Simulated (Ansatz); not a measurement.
ZnRe2:

```
CELL_PARAMETERS angstrom
0.00000 2.89556 2.89556
2.89556 0.00000 2.89556
2.89556 2.89556 0.00000
ATOMIC_POSITIONS crystal
Zn 0.00000 0.00000 0.00000
Re 0.75000 0.75000 0.75000
Re 0.25000 0.25000 0.25000
```

The cell was built by a generator and needn't be a form met in nature.

Base run:

- Program: Ansatz 0.2.0
- Functional: revPBE
- Potentials or basis: Ansatz PAW
- Cutoff: 420 eV
- Density cutoff: 1680 eV
- k mesh: 8 × 8 × 8
- Occupations: fermi-dirac, width 0.05 eV
- Spin: no spin polarisation

Its results: band gap on the k mesh none (metal or under the smearing width); pressure 2.5 GPa.

After a change of settings the same cell gave: band gap on the k mesh none (metal or under the smearing width); pressure 0.0 GPa. Which change was it?
A. functional from revPBE to PBE
B. functional from revPBE to RPBE
C. functional from revPBE to LDA
D. functional from revPBE to PBEsol

A.

PBE binds more tightly than revPBE, so the same cell stands under less pressure.

Caveats: the potentials were made for another functional, which shifts forces and pressure (some runs); the PAW data sets come from PBE, with cores solved anew for the run's functional, which leaves a small shift of forces and pressure (some runs).

Not every run made on this cell is shown here.
